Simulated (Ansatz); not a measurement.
# WSe2: the cost of one run

Method: DFT LDA+U (U = 8 eV, J = 0.9 eV on W d), plane waves, PAW, no spin–orbit coupling unless a run says so, in Ansatz 0.2.0.

### Step 1. Starting point

It takes space group P6_3/mmc (No. 194, hexagonal). Conventional cell: a = 3.290 Å, b = 3.290 Å, c = 12.970 Å, α = 90.00°, β = 90.00°, γ = 120.00°. Around W (site symmetry -6m2) lie 6 Se at 2.53 Å. Se (site symmetry 3m) is surrounded by 3 W at 2.53 Å.

As a file:

```cif
data_structure
_symmetry_space_group_name_H-M 'P 1'
_symmetry_Int_Tables_number 1
_cell_length_a 3.2900
_cell_length_b 3.2900
_cell_length_c 12.9700
_cell_angle_alpha 90.000
_cell_angle_beta 90.000
_cell_angle_gamma 120.000
_cell_volume 121.58
loop_
_atom_site_label
_atom_site_type_symbol
_atom_site_fract_x
_atom_site_fract_y
_atom_site_fract_z
_atom_site_occupancy
W1 W 0.33333 0.66667 0.25000 1
W2 W 0.66667 0.33333 0.75000 1
Se1 Se 0.33333 0.66667 0.62100 1
Se2 Se 0.66667 0.33333 0.12100 1
Se3 Se 0.33333 0.66667 0.87900 1
Se4 Se 0.66667 0.33333 0.37900 1
```

Magnetic order typed: ferromagnetic.

### Step 2. From atoms, symmetry kept, no search

File input.yaml:

```yaml
crystal:
  lattice:
    - [3.28999882, 0.0, 0.0]
    - [-1.64499941, 2.84922255, 0.0]
    - [0.0, 0.0, 12.97000144]
  atoms:
    - { symbol: W, position: [0.3333333333, 0.6666666667, 0.25], spin: 2.0 }
    - { symbol: W, position: [0.6666666667, 0.3333333333, 0.75], spin: 2.0 }
    - { symbol: Se, position: [0.3333333333, 0.6666666667, 0.621] }
    - { symbol: Se, position: [0.6666666667, 0.3333333333, 0.121] }
    - { symbol: Se, position: [0.3333333333, 0.6666666667, 0.879] }
    - { symbol: Se, position: [0.6666666667, 0.3333333333, 0.379] }
basis:
  ecutwfc: 420
  ecutrho_ratio: 4
kpoints:
  mp_grid: { grid: [7, 7, 2] }
hamiltonian:
  xc: lda
  hubbard:
    sites:
      - { site: 0, l: d, u: 8.0, j: 0.9 }
      - { site: 1, l: d, u: 8.0, j: 0.9 }
scf:
  occupations: { method: gaussian, width: 0.05 }
  lower_state_search: "off"
  max_iter: 150
output:
  forces: true
  stress: true
  eigenvalues: true
  populations: true
  hubbard: { sites: [{ site: 0, l: d }, { site: 1, l: d }] }
magnetization:
  spin_polarized: true
```

The run is started by

```sh
$ ansatz run input.yaml --threads 4 --pin off --max-ram 6144MiB --backend cpu --events-out ev --progress --plain --runs-dir out
```

What time and memory should one allow on 4 threads of Arm Neoverse V2, shared host?

About 10 s, with a peak of 0.6 GiB.
